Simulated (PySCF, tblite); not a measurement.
# C₅H₉N₃Si: geometry, infrared bands and NMR shifts

Aim: predict the infrared bands and NMR shifts of C₅H₉N₃Si (`CN[SiH2]c1ccncn1`).

Computed with tblite 0.8.0 and PySCF 2.14.0, with density-fitted response routines of our own, on a single molecule in the gas phase. Atoms are numbered from 0 throughout.

### Step 1. The starting structure

18 atoms, charge 0, multiplicity 1; geometry from: force field or distance geometry start.

Bonds of the start (Å): C0–N1 1.47, N1–Si2 1.76, Si2–C3 1.84, C3–C4 1.38, C4–C5 1.40, C5–N6 1.35, N6–C7 1.34, C7–N8 1.35, N8–C3 1.36, C0–H9 1.10, C0–H10 1.09, C0–H11 1.11, N1–H12 1.02, Si2–H13 1.49, Si2–H14 1.48, C4–H15 1.07, C5–H16 1.07, C7–H17 1.09.

### Step 2. Geometry optimisation with GFN2-xTB

Job settings and geometry (Å):

```
{"job": {"kind": "relax", "xc": "GFN2-xTB", "basis": "xTB"}, "charge": 0, "multiplicity": 1}
C      3.324900    -0.353700    -0.127500
N      1.905000    -0.710400    -0.189900
Si     0.902700     0.728800    -0.366700
C     -0.901900     0.384900    -0.290300
C     -1.458400    -0.794900    -0.742500
C     -2.833700    -1.018400    -0.663200
N     -3.560100    -0.034800    -0.102900
C     -3.014600     1.104000     0.360000
N     -1.683400     1.337800     0.281200
H      3.596000     0.315800    -0.962300
H      3.953400    -1.242700    -0.155400
H      3.459300     0.262000     0.791000
H      1.698100    -1.474200    -0.836100
H      1.183700     1.479800    -1.625500
H      1.202100     1.647100     0.752300
H     -0.851200    -1.558600    -1.182100
H     -3.268900    -1.929400    -1.022400
H     -3.661800     1.863100     0.805800
```

On the command line:

```bash
OMP_NUM_THREADS=1 python probes_run.py task.json out
```

One launch serves the whole session: the jobs run in the order shown.

Log:

```text
step      E/eV     max force
  0    -701.14469    2.750
  1    -701.35430    1.224
  2    -701.42117    0.859
  3    -701.48924    0.396
  4    -701.50124    0.292
  5    -701.51734    0.279
  6    -701.52531    0.295
  7    -701.53916    0.321
  8    -701.54891    0.278
  9    -701.55701    0.194
 10    -701.56212    0.189
 11    -701.56747    0.221
 12    -701.57379    0.256
 13    -701.57972    0.188
 14    -701.58385    0.160
 15    -701.58694    0.141
 16    -701.59024    0.156
 17    -701.59358    0.149
 18    -701.59591    0.090
 19    -701.59741    0.085
 20    -701.59877    0.108
 21    -701.60019    0.116
 22    -701.60134    0.083
 23    -701.60210    0.072
 24    -701.60282    0.078
 25    -701.60385    0.094
 26    -701.60521    0.088
 27    -701.60649    0.072
 28    -701.60747    0.073
 29    -701.60844    0.083
 30    -701.60986    0.120
 31    -701.61212    0.131
 32    -701.61500    0.138
 33    -701.61784    0.123
 34    -701.62032    0.116
 35    -701.62251    0.108
 36    -701.62447    0.095
 37    -701.62605    0.089
 38    -701.62728    0.095
 39    -701.62817    0.128
 40    -701.62973    0.113
 41    -701.63194    0.095
 42    -701.63385    0.080
 43    -701.63482    0.081
 44    -701.63549    0.067
 45    -701.63606    0.046
 46    -701.63645    0.048
 47    -701.63678    0.042
 48    -701.63701    0.030
 49    -701.63715    0.024
 50    -701.63727    0.023
 51    -701.63743    0.032
 52    -701.63761    0.031
 53    -701.63776    0.027
 54    -701.63787    0.028
 55    -701.63799    0.026
 56    -701.63813    0.025
 57    -701.63825    0.023
 58    -701.63833    0.021
 59    -701.63838    0.018
 60    -701.63844    0.017
 61    -701.63852    0.020
 62    -701.63861    0.021
 63    -701.63870    0.021
 64    -701.63879    0.024
 65    -701.63893    0.038
 66    -701.63910    0.044
 67    -701.63925    0.033
 68    -701.63936    0.025
 69    -701.63945    0.028
 70    -701.63958    0.032
 71    -701.63976    0.033
 72    -701.63992    0.024
 73    -701.64000    0.016
 74    -701.64004    0.016
 75    -701.64008    0.019
 76    -701.64015    0.021
 77    -701.64024    0.023
 78    -701.64031    0.020
 79    -701.64036    0.017
 80    -701.64042    0.023
 81    -701.64049    0.026
 82    -701.64058    0.019
 83    -701.64066    0.022
 84    -701.64074    0.025
 85    -701.64084    0.026
 86    -701.64098    0.034
 87    -701.64111    0.029
 88    -701.64121    0.022
 89    -701.64126    0.019
 90    -701.64131    0.020
 91    -701.64137    0.025
 92    -701.64147    0.032
 93    -701.64158    0.031
 94    -701.64168    0.024
 95    -701.64178    0.020
 96    -701.64186    0.024
 97    -701.64196    0.024
 98    -701.64205    0.023
 99    -701.64213    0.019
100    -701.64220    0.024
101    -701.64229    0.034
102    -701.64241    0.038
103    -701.64252    0.024
104    -701.64258    0.016
105    -701.64261    0.012
106    -701.64262    0.008
```

It took 1.4 s on 1 thread of Arm Neoverse N1, shared host; peak memory 0.18 GiB.

Relaxation path: (not every step is listed)

```tsv
step	energy from step 0 (eV)	largest force (eV/Å)
0	0.0000	2.7496
1	-0.2096	1.2237
2	-0.2765	0.8590
3	-0.3446	0.3960
4	-0.3566	0.2918
5	-0.3727	0.2786
6	-0.3806	0.2951
7	-0.3945	0.3213
8	-0.4042	0.2777
17	-0.4489	0.1489
26	-0.4605	0.0884
35	-0.4778	0.1083
44	-0.4908	0.0675
53	-0.4931	0.0275
62	-0.4939	0.0210
71	-0.4951	0.0332
80	-0.4957	0.0233
89	-0.4966	0.0192
98	-0.4974	0.0228
101	-0.4976	0.0342
102	-0.4977	0.0381
103	-0.4978	0.0239
104	-0.4979	0.0157
105	-0.4979	0.0117
106	-0.4979	0.0084
```

Close pairs (by a distance rule), those that changed most:

```tsv
bond	before (Å)	after (Å)	change (Å)
Si2–C3	1.839	1.892	+0.053
N1–Si2	1.763	1.717	-0.046
C7–N8	1.354	1.317	-0.037
C0–H11	1.114	1.087	-0.027
C3–N8	1.358	1.333	-0.026
N6–C7	1.345	1.322	-0.023
C0–N1	1.465	1.444	-0.022
C5–N6	1.345	1.324	-0.021
```

The next job starts from the end point, and lists it.

### Step 3. Infrared spectrum with GFN2-xTB

Job settings and geometry (Å):

```
{"job": {"kind": "ir", "xc": "GFN2-xTB", "basis": "xTB"}, "charge": 0, "multiplicity": 1}
C      3.313578    -0.431473    -0.278365
N      1.870661    -0.473047    -0.287991
Si     0.911885     0.947790    -0.187718
C     -0.895071     0.387385    -0.219478
C     -1.379267    -0.843721    -0.654013
C     -2.750306    -1.037486    -0.628788
N     -3.585265    -0.100959    -0.204690
C     -3.032471     1.031940     0.192048
N     -1.747847     1.321294     0.201588
H      3.733216    -0.268856    -1.276747
H      3.715724    -1.364956     0.119188
H      3.633689     0.387465     0.360391
H      1.531906    -1.270150    -0.805526
H      1.080351     1.919271    -1.284536
H      1.219132     1.581612     1.093566
H     -0.714151    -1.618910    -1.000204
H     -3.206251    -1.964232    -0.957012
H     -3.708273     1.803350     0.541870
```

Log:

```text
mode    cm-1     km/mol
  1     -34.0      0.37
  2      66.9      2.19
  3      92.7      0.30
  4     133.9      0.23
  5     149.8      2.90
  6     224.1      1.49
  7     264.4      2.37
  8     284.4      2.41
  9     387.2      5.35
 10     418.6     38.24
 11     461.0     86.56
 12     535.2    121.13
 13     577.0      8.68
 14     637.1      4.55
 15     698.9    130.28
 16     732.4      3.24
 17     749.8    158.03
 18     796.4      7.95
 19     803.3    157.66
 20     826.6    150.12
 21     906.4      1.78
 22     929.9      0.45
 23    1030.7     16.56
 24    1061.2     48.32
 25    1105.6      1.75
 26    1110.0      1.34
 27    1152.5      1.45
 28    1162.1     88.98
 29    1187.5     19.13
 30    1218.4      2.45
 31    1251.8      0.10
 32    1345.6      6.15
 33    1359.3     92.05
 34    1423.0      1.85
 35    1429.0     12.38
 36    1492.1      3.90
 37    1501.5      2.72
 38    1526.1     53.06
 39    1570.2    154.39
 40    2152.2    346.53
 41    2269.1    232.82
 42    2917.3     72.43
 43    2978.7     52.61
 44    3034.5     45.08
 45    3040.8     27.12
 46    3044.5     39.91
 47    3085.9     40.48
 48    3441.8      6.06
```

Wall time 1.2 s (1 thread of Arm Neoverse N1, shared host); peak memory 0.18 GiB.

The strongest bands and the atoms that carry them (share of the mass-weighted mode):

```tsv
cm⁻¹	km/mol	atoms
535	121.1	H14 29 %, H13 27 %, Si2 16 %
699	130.3	H13 18 %, H14 16 %, C4 16 %, N6 13 %
750	158.0	H13 28 %, H14 24 %, Si2 13 %
803	157.7	H13 44 %, H14 43 %
827	150.1	Si2 38 %, N1 28 %, C0 12 %
1570	154.4	C7 26 %, C5 25 %, C4 21 %, N8 12 %
2152	346.5	H13 95 %
2269	232.8	H14 95 %
```

### Step 4. Nuclear shieldings: PBE0/pcSseg-1

Settings changed since step 3:

```diff
@@ -1,2 +1,2 @@
-{"job": {"kind": "ir", "xc": "GFN2-xTB", "basis": "xTB"}, "charge": 0, "multiplicity": 1}
+{"job": {"kind": "nmr", "xc": "PBE0", "basis": "pcSseg-1"}, "charge": 0, "multiplicity": 1}
 C      3.313578    -0.431473    -0.278365
```

Method: GIAO PBE0/pcSseg-1 NMR shielding, non-relativistic, gas phase.

Log:

```text
coarse grid: 15824 points
cycle   1  E = -648.9983978632  dE =  1.443e+00  |g| = 4.833e-01  |ddm| = 4.000e+00
cycle   2  E = -648.9673109878  dE =  3.109e-02  |g| = 6.329e-01  |ddm| = 1.064e+00
cycle   3  E = -649.0520758920  dE = -8.476e-02  |g| = 6.784e-02  |ddm| = 6.093e-01
cycle   4  E = -649.0528651627  dE = -7.893e-04  |g| = 2.968e-02  |ddm| = 7.004e-02
cycle   5  E = -649.0530429536  dE = -1.778e-04  |g| = 1.282e-02  |ddm| = 3.742e-02
cycle   6  E = -649.0530847212  dE = -4.177e-05  |g| = 3.777e-03  |ddm| = 1.578e-02
cycle   7  E = -649.0530879899  dE = -3.269e-06  |g| = 4.927e-04  |ddm| = 3.381e-03
final grid: 149296 points
cycle   8  E = -649.0995205410  dE = -3.691e-05  |g| = 8.245e-03  |ddm| = 3.168e-02
cycle   9  E = -649.0995144448  dE =  6.096e-06  |g| = 9.974e-03  |ddm| = 1.691e-02
cycle  10  E = -649.0995367611  dE = -2.232e-05  |g| = 1.230e-03  |ddm| = 9.116e-03
cycle  11  E = -649.0995370850  dE = -3.239e-07  |g| = 3.292e-04  |ddm| = 1.208e-03
cycle  12  E = -649.0995371047  dE = -1.971e-08  |g| = 1.391e-04  |ddm| = 3.704e-04
cycle  13  E = -649.0995371092  dE = -4.524e-09  |g| = 4.179e-05  |ddm| = 1.563e-04
cycle  14  E = -649.0995371096  dE = -4.220e-10  |g| = 8.271e-06  |ddm| = 4.667e-05
converged SCF energy = -649.0995371096

GIAO shielding tensors (ppm)
atom      isotropic    diamagn.    paramagn.     s11        s22        s33       span
  0 C      155.058     239.170     -84.112    130.848    147.312    187.015     56.167
  1 N      258.070     326.803     -68.733    227.499    250.359    296.351     68.852
  2 Si     395.195     883.190    -487.994    338.349    386.386    460.851    122.502
  3 C        8.003     258.867    -250.864   -100.838    -34.076    158.924    259.762
  4 C       55.019     259.594    -204.575    -72.929     61.566    176.420    249.349
  5 C       25.502     251.564    -226.061    -91.242     16.095    151.655    242.897
  6 N      -64.354     333.865    -398.219   -327.986   -160.366    295.291    623.276
  7 C       22.824     251.628    -228.804    -75.832     18.065    126.237    202.069
  8 N      -84.815     332.655    -417.470   -368.159   -183.509    297.222    665.380
  9 H       28.640      26.125       2.516     23.460     26.527     35.934     12.473
 10 H       28.592      26.738       1.854     23.345     26.542     35.887     12.542
 11 H       28.978      27.458       1.520     24.710     27.272     34.953     10.243
 12 H       31.605      36.889      -5.284     20.570     31.939     42.307     21.738
 13 H       26.433      30.527      -4.093     22.929     24.966     31.405      8.477
 14 H       26.611      31.348      -4.737     22.815     25.395     31.622      8.807
 15 H       24.416      36.097     -11.680     21.081     21.606     30.562      9.481
 16 H       22.779      29.182      -6.403     18.806     22.296     27.236      8.430
 17 H       22.103      28.263      -6.160     17.369     23.288     25.653      8.283
```

Wall time 69 s (1 thread of Arm Neoverse N1, shared host); peak memory 0.92 GiB.

The references, computed at this level on geometries of the same kind, shield at (ppm): 1H TMS 31.72, 13C TMS 186.9, 29Si TMS 349.2, 15N NH3 267.7. Their shielding less the atom's gives the shift. The references are single molecules in the gas phase, so shifts against H2O, NH3, PH3, H3PO4 or CFCl3 are not on the usual liquid scales and can be off by tens of ppm. Atoms listed in one row are averaged.

```tsv
atoms	environment	σ (ppm)	δ (ppm)	δ scaled to CDCl3
C3	substituted aromatic carbon next to a ring nitrogen	8.0	178.9	172.7
C7	aromatic CH between two ring heteroatoms	22.8	164.1	158.2
C5	aromatic CH next to a ring nitrogen	25.5	161.4	155.6
C4	aromatic CH	55.0	131.9	126.8
C0	methyl carbon bonded to N	155.1	31.9	29.2
H17	hydrogen on an aromatic CH between two ring heteroatoms	22.10	9.61	9.17
H16	hydrogen on an aromatic CH next to a ring nitrogen	22.78	8.94	8.53
H15	hydrogen on an aromatic CH	24.42	7.30	6.99
H13, H14	hydrogen on a silicon bonded to C, N	26.52	5.19	–
H9, H10, H11	hydrogen on a methyl carbon bonded to N	28.74	2.98	2.91
H12	hydrogen on a nitrogen bonded to C, Si	31.61	0.11	–
N8	pyridine-type ring nitrogen	-84.8	352.5	–
N6	pyridine-type ring nitrogen	-64.4	332.1	–
N1	nitrogen bonded to C, Si, H	258.1	9.7	–
Si2	silicon bonded to C, N, 2 H	395.2	-46.0	–
```

The scaled column applies a straight-line fit of computed shieldings to shifts measured in CDCl3 (root-mean-square error 0.16 ppm for H, 1.9 ppm for C).

The run also stored atomic charges by several schemes (e):

```tsv
atoms	Mulliken	IAO	Hirshfeld	ESP fit
C0	-0.09	-0.30	-0.07	-0.18
N1	-0.70	-0.68	-0.25	-0.68
Si2	0.83	0.91	0.36	0.42
C3	-0.09	-0.11	-0.01	0.68
C4	-0.18	-0.20	-0.06	-0.87
C5	0.17	0.02	0.03	0.75
N6	-0.41	-0.30	-0.17	-0.89
C7	0.27	0.12	0.08	0.94
N8	-0.44	-0.30	-0.16	-0.90
```

Mayer bond orders: C0–N1 0.97, N1–Si2 1.02, Si2–C3 0.85, C3–C4 1.35, C4–C5 1.41, C5–N6 1.48, N6–C7 1.46, C7–N8 1.49, N8–C3 1.39.

Ring of atoms C3, C4, C5, N6, C7, N8: NICS(0) -5.2, NICS(1) -10.8, NICS(1)zz -27.1 ppm (means of both faces).

### Step 5. Summary of results

```
                                                              quantity                                   value
                             strongest single infrared mode (GFN2-xTB)                   2152 cm⁻¹, 347 km/mol
                                          zero-point energy (GFN2-xTB)                           83.7 kcal/mol
                                13C shifts against TMS (PBE0/pcSseg-1)    178.9, 164.1, 161.4, 131.9, 31.9 ppm
1H shifts against TMS (PBE0/pcSseg-1, means over atoms taken as alike)  9.61, 8.94, 7.30, 5.19, 2.98, 0.11 ppm
                                15N shifts against NH3 (PBE0/pcSseg-1)                   352.5, 332.1, 9.7 ppm
                               29Si shifts against TMS (PBE0/pcSseg-1)                               -46.0 ppm
```

In words: The optimisation took 106 steps and gained 0.498 eV; among the close pairs (by a distance rule), Si2–C3 changed most, from 1.839 to 1.892 Å. The lowest mode is imaginary (34i cm⁻¹), so the xTB geometry is not a minimum. The strongest single mode, at 2152 cm⁻¹, moves mainly H13. Unscaled tight-binding wavenumbers are off by several per cent, some by more. Its intensities can rank the bands wrongly. At PBE0/pcSseg-1: Shielding is most anisotropic at N8 (span 665 ppm, paramagnetic term -417 ppm). NICS(1)zz of -27 ppm above the planar ring from C3 marks a diatropic (aromatic) ring current.
